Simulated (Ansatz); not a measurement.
# Al2H: the cost of one run

Method: DFT PBE, scalar-relativistic, plane waves, PAW, in Ansatz 0.2.0.

### 1 The starting structure

The structure is trigonal, space group R-3m (No. 166). The conventional cell has a = 3.134 Å, b = 3.134 Å, c = 15.533 Å, α = 90.00°, β = 90.00°, γ = 120.00°. Al (site symmetry 3m) has 3 H at 2.16 Å as nearest neighbours. Around H (site symmetry -3m) lie 6 Al at 2.16 Å.

As a file:

```cif
data_structure
_symmetry_space_group_name_H-M 'P 1'
_symmetry_Int_Tables_number 1
_cell_length_a 5.4848
_cell_length_b 5.4848
_cell_length_c 5.4848
_cell_angle_alpha 33.205
_cell_angle_beta 33.205
_cell_angle_gamma 33.205
_cell_volume 44.05
loop_
_atom_site_label
_atom_site_type_symbol
_atom_site_fract_x
_atom_site_fract_y
_atom_site_fract_z
_atom_site_occupancy
Al1 Al 0.25793 0.25793 0.25793 1
Al2 Al 0.74207 0.74207 0.74207 1
H1 H 0.00000 0.00000 0.00000 1
```

Recipe of the guess: species swapped into a database cell of Y2C (R-3m, No. 166), with Al on the Y sites and H on the C sites. Lengths come from tabulated atomic sizes and are only a guess.

### 2 The guess as it stands, on a coarse mesh

File input.yaml:

```yaml
crystal:
  lattice:
    - [1.56714504, 0.90479161, 5.17764534]
    - [-1.56714504, 0.90479161, 5.17764534]
    - [0.0, -1.80958322, 5.17764534]
  atoms:
    - { symbol: Al, position: [0.25793001, 0.25793001, 0.25793001] }
    - { symbol: Al, position: [0.74206999, 0.74206999, 0.74206999] }
    - { symbol: H, position: [0.0, 0.0, 0.0] }
basis:
  ecutwfc: 420
kpoints:
  mp_grid: { grid: [6, 6, 6] }
hamiltonian:
  xc: pbe
scf:
  occupations: { method: gaussian, width: 0.1 }
  lower_state_search: "off"
output:
  forces: true
  stress: true
  eigenvalues: true
```

Run with:

```
ansatz run input.yaml --threads 1 --pin off --max-ram 2560MiB --backend cpu --events-out ev --progress --plain --runs-dir out
```

What time and memory should one allow on 1 thread of Intel Xeon at 2.70GHz, shared host?

About 1.6 s, with a peak of 0.3 GiB.
